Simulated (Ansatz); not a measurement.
# ZrCH3+ (triplet): from Hartree-Fock to the top rungs, def2-SVP

One table from this session's results is given with a row withheld; the runs are named, their logs left out.

Program: Ansatz 0.2.0, Gaussian basis. Level of theory: def2-SVP, core rule «outside noble gas», up to 5 orbitals frozen. These are calculated values, not measurements.

Plan: UHF; CCSD(T) on ROHF; CCSD(T) on UHF; CISD; CCSDT(Q) on ROHF; CCSDT(Q) on UHF; CASSCF and NEVPT2, 10 electrons in 10 orbitals.

12 further runs of the same task are left out: 3 that didn't finish, 9 set aside as unsound or not needed.

## The geometry

The geometry is a PBE0/def2-TZVP stationary point (not a proven minimum) of the parent state, kept for this charge and spin. No spin-orbit coupling is included. Elements past krypton take def2 core potentials.

5 atoms, charge 1, spin multiplicity 3.

Atoms are counted from 1 here; the program's logs count them from 0.

Bond lengths: Zr1–C2 2.516 Å, C2–H3 1.089 Å, C2–H4 1.089 Å, C2–H5 1.089 Å. Angles: Zr1–C2–H3 96.2°, Zr1–C2–H4 96.2°, Zr1–C2–H5 96.2°, H3–C2–H4 118.8°, H3–C2–H5 118.8°, H4–C2–H5 118.8°.

The first run:

Input file in.yaml:

```yaml
crystal:
  periodic: [false, false, false]
  atoms:
    - {symbol: Zr, position_ang: [-0.359400, -0.000644, -0.001303]}
    - {symbol: C, position_ang: [2.157000, 0.003864, 0.007818]}
    - {symbol: H, position_ang: [2.276785, -1.078924, 0.014507]}
    - {symbol: H, position_ang: [2.270499, 0.550991, 0.943015]}
    - {symbol: H, position_ang: [2.277318, 0.540158, -0.932785]}
basis:
  gaussian: {orbitals: def2-SVP}
total_charge: 1
magnetization: {spin_polarized: true, initial_magnetization: 2}
hamiltonian: {xc: hf}
output: {orbitals: {seedname: orbitals}}
```

Launch:

```
$ ansatz run in.yaml --threads 1 --pin off --events-out ev --progress --plain --max-ram 2393MiB
```

Among the steps run: UHF; CCSD(T) on ROHF; CCSD(T) on UHF; CISD; CCSDT(Q) on ROHF; CCSDT(Q) on UHF; CASSCF and NEVPT2, 10 electrons in 10 orbitals.

One of the session's tables, all rows but one given; the rest of the session is left out.

| method | from RCCSDT(Q) (meV) |
| --- | --- |
| ROHF | +5935.1 |
| UHF | +5531.9 |
| RMP2 | +898.4 |
| UMP2 | +1128.9 |
| CISD | +630.8 |
| RCCSD | +243.3 |
| UCCSD | +184.5 |
| RCCSD(T) | +37.2 |
| UCCSD(T) | +0.1 |
| RCCSDT | +13.4 |
| UCCSDT | -51.5 |
| RCCSDT(Q) | 0 |
| UCCSDT(Q) | -66.0 |
| CASSCF frontier | +3303.8 |
| NEVPT2 frontier | ? |

**Question.** Estimate the row for NEVPT2 frontier.

**Answer.** from RCCSDT(Q) (meV): +852.2. In the column «from RCCSDT(Q) (meV)» it lies between CISD (+630.8) and RMP2 (+898.4).

To keep in mind: Restricted and unrestricted rows rest on different reference determinants; where their highest levels disagree by more than a few hundredths of an eV, they describe different states and don't form one ladder.
